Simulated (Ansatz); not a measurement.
# YLuAs2: how the settings move a single-point run

Aim: see which settings change the result for YLuAs2, by how much, and at what cost. The cell is built on a prototype (ordering on rocksalt) and needn't be the phase found in nature.

Computed with Ansatz 0.2.0 (reference: DFT, r2SCAN, plane waves, PAW, unless a step's input says otherwise).

### Step 1. The system as given

Symmetry: R-3m, No. 166, trigonal system. The conventional cell has a = 4.070 Å, b = 4.070 Å, c = 19.898 Å, α = 90.00°, β = 90.00°, γ = 120.00°. Y (site symmetry -3m) is surrounded by 6 As at 2.90 Å. Lu (site symmetry -3m) has 6 As at 2.85 Å as nearest neighbours. Around As (site symmetry 3m) lie 3 Lu at 2.85 Å and 3 Y at 2.90 Å.

As a file:

```xyz
4
Lattice="2.0352 1.1750 6.6326 -2.0352 1.1750 6.6326 0.0000 -2.3500 6.6326" Properties=species:S:1:pos:R:3 pbc="T T T"
Y     2.0352    1.1750    6.6326
Lu    0.0000    0.0000    9.9490
As    0.0000    0.0000    4.9323
As    0.0000    0.0000   14.9657
```

### Step 2. Baseline

input.yaml

```yaml
crystal:
  lattice:
    - [2.0351943463, 1.1750200037, 6.63264321]
    - [-2.0351943463, 1.1750200037, 6.63264321]
    - [0.0, -2.3500400074, 6.63264321]
  atoms:
    - { symbol: "Y", position: [1.0, 0.0, 0.0] }
    - { symbol: Lu, position: [0.5, 0.5, 0.5] }
    - { symbol: As, position: [0.2478776929, 0.2478776929, 0.2478776929] }
    - { symbol: As, position: [0.7521223071, 0.7521223071, 0.7521223071] }
kpoints:
  mp_grid: { grid: [6, 6, 6] }
hamiltonian:
  xc: r2scan
scf:
  occupations: { method: fermi_dirac, width: 0.02 }
  n_extra_bands: 5
output:
  forces: true
  stress: true
  eigenvalues: true
```

The run is started by

```
> ansatz run input.yaml --threads 4 --pin off --max-ram 3686MiB --backend cpu --events-out ev --progress --plain --runs-dir out
```

### Step 3. The same system, input altered

input.yaml: that of step 2 with these lines changed.

```diff
@@ -17,2 +17,4 @@
   n_extra_bands: 5
+  convergence: { dr2_threshold: 0.0001 }
+  max_iter: 52
 output:
```

(Steps that only read results are left out.)

What does the calculation give? Wanted: for each run, ending; energy change; pressure; gap; force.

The runs gave:

```
                    run     ending  energy change  pressure (GPa)  gap (eV)  force (eV/Å)  cycles  time
              reference  converged              0             0.0      0.00          0.00       8  11 s
1: dr2_threshold 0.0001  converged   0.0 meV/atom             0.0      0.00          0.00       6  10 s
```

Residual by cycle in the longest SCF loop of each run; runs are numbered as in the table. The quantity is the density residual dr2, in eV.

```
cycle  reference    run 1
    1      0.121    0.121
    2     0.0424   0.0424
    3     0.0177   0.0177
    4    0.00225  0.00225
    5     1.1e-4   1.1e-4
    6     2.6e-5   2.5e-5
    7     1.2e-6        -
    8     4.6e-8        -
```

**Reading.** The changed convergence setting doesn't alter the result here (within 0.5 meV/atom). Cost: 6 SCF cycles against 8.
